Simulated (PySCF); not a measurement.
**TeF−: bond curves at several levels of theory**

An exercise on one series of results from a longer session: the logs are not shown, and one member is left open.

Computed with PySCF 2.14.0. Level: Te aug-cc-pVDZ-PP with ECP28, F aug-cc-pVDZ, scalar-relativistic core potentials.

Set-up of the first run:

A driver script around PySCF takes these settings:

```json
{
 "atoms": "Te, F",
 "charge": "-1",
 "basis": "Te aug-cc-pVDZ-PP with ECP28, F aug-cc-pVDZ",
 "Hamiltonian": "scalar-relativistic core potentials",
 "basis functions": "55",
 "electrons treated": "34",
 "masses in u": "129.9062, 18.9984",
 "levels": "PBE0, PBE, r²SCAN, BHandHLYP, PW91, M06-2X, HF, MP2, SCS-MP2, CCSD, CCSD(T)",
 "grid": "80 radial by 434 angular points",
 "occupations": "held fixed by the projection of orbital angular momentum",
 "dissociation limit": "Te + F−, each in its ground configuration",
 "starting distance in angstrom": "2.035",
 "values of 2S to try": "0, 2"
}
```

On the command line:

```console
OMP_NUM_THREADS=1 python dia.py task.json out
```

Among the steps run: Input; The PBE0 curve of the state that the search chose; Excited determinants; PBE; r²SCAN; BHandHLYP; PW91 (GGA); M06-2X (hybrid meta-GGA); RHF (mean field); Correlated methods on the Hartree–Fock reference.

One of the session's tables, all rows but one given; the rest of the session is left out.

It belongs to the step «The curves together». Energy (eV) from each level's lowest point:

```
R (Å)    RHF  RHF-MP2  RHF-SCS-MP2  RHF-CCSD  RHF-CCSD(T)
1.831  0.325    0.446        0.457     0.432        0.456
1.913  0.069    0.135        0.141     0.127        0.142
1.974  0.000    0.028        0.031     0.024        0.032
2.035  0.006    0.000        0.000     0.000        0.000
2.096  0.067    0.031        0.027     0.034        0.026
2.178  0.207    0.136        0.128     0.141        0.123
2.279      ?        ?            ?         ?            ?
2.401  0.747    0.624        0.603     0.624        0.579
```

Estimate the missing values for R (Å) = 2.279.

Worked estimate for «RHF». A straight line through the neighbours (2.178, 0.207) and (2.401, 0.747) gives 0.207 + (0.747 − 0.207) × (2.279 − 2.178) / (2.401 − 2.178) = 0.452; a parabola fitted to 3 rows on both sides gives 0.423.

As computed: RHF: 0.436; RHF-MP2: 0.335; RHF-SCS-MP2: 0.320; RHF-CCSD: 0.340; RHF-CCSD(T): 0.309. In «RHF» the line misses by +0.016 and the parabola by -0.013.

State 2 has its PBE0 minimum 0.99 eV higher. The other levels ran on the lowest alone.
